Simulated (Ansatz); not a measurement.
# C3H9InO2: the cost of one run

Computed with Ansatz 0.2.0, Gaussian basis. Level: the settings change from run to run.

## 1. The relaxed structure

The structure was relaxed beforehand with PBE0-D4 in a triple-zeta def2 set. In takes a core potential in def2 sets; no spin-orbit term is included.

15 atoms, charge 0, spin multiplicity 1.

Atoms are counted from 1 here; the program's logs count them from 0.

Bond lengths: C1–C2 1.521 Å, C1–H7 1.094 Å, C1–H8 1.093 Å, C1–H9 1.097 Å, C2–C3 1.522 Å, C2–In4 2.173 Å, C2–H10 1.095 Å, C3–H11 1.097 Å, C3–H12 1.093 Å, C3–H13 1.094 Å, In4–O5 1.986 Å, In4–O6 1.988 Å, O5–H14 0.960 Å, O6–H15 0.960 Å. Angles: C2–C1–H7 111.8°, C2–C1–H8 112.5°, C2–C1–H9 110.4°, H7–C1–H8 107.6°, H7–C1–H9 106.9°, H8–C1–H9 107.3°, C1–C2–C3 112.1°, C1–C2–In4 111.3°, C1–C2–H10 109.0°, C3–C2–In4 111.4°, C3–C2–H10 108.8°, In4–C2–H10 103.9°, C2–C3–H11 110.3°, C2–C3–H12 112.6°, C2–C3–H13 111.9°, H11–C3–H12 107.4°, H11–C3–H13 106.8°, H12–C3–H13 107.6° and more.

## 2. B2GP-PLYP/def2-TZVPD

This run has a grid of angular degree 11.

Input file in.yaml:

```yaml
crystal:
  periodic: [false, false, false]
  atoms:
    - {symbol: C, position_ang: [-1.154930, 0.711151, 1.080988]}
    - {symbol: C, position_ang: [0.146910, 0.604572, 0.301655]}
    - {symbol: C, position_ang: [0.118015, 1.430102, -0.976964]}
    - {symbol: In, position_ang: [0.655759, -1.468028, -0.105615]}
    - {symbol: O, position_ang: [2.132279, -2.160607, -1.239525]}
    - {symbol: O, position_ang: [-0.310644, -3.059803, 0.589919]}
    - {symbol: H, position_ang: [-2.004798, 0.329867, 0.507412]}
    - {symbol: H, position_ang: [-1.121969, 0.163778, 2.026225]}
    - {symbol: H, position_ang: [-1.374374, 1.759721, 1.317658]}
    - {symbol: H, position_ang: [0.969541, 0.959443, 0.931403]}
    - {symbol: H, position_ang: [-0.087362, 2.482753, -0.745937]}
    - {symbol: H, position_ang: [1.065176, 1.393948, -1.520603]}
    - {symbol: H, position_ang: [-0.668097, 1.096529, -1.660580]}
    - {symbol: H, position_ang: [2.666777, -1.464867, -1.628088]}
    - {symbol: H, position_ang: [-1.053979, -2.829158, 1.151153]}
basis:
  gaussian: {orbitals: def2-TZVPD, final_grid: {core_spheres: 5, valence_spheres: 4, degree: 11}}
hamiltonian: {xc: {name: B2GP-PLYP}}
output: {forces: true}
```

Launch:

```bash
$ ansatz run in.yaml --threads 4 --pin off --events-out ev --progress --plain --max-ram 11315MiB
```

Q: Estimate wall time and peak memory on 4 threads of Arm Neoverse V1, shared host.

About 44 s, with a peak of 1.6 GiB.
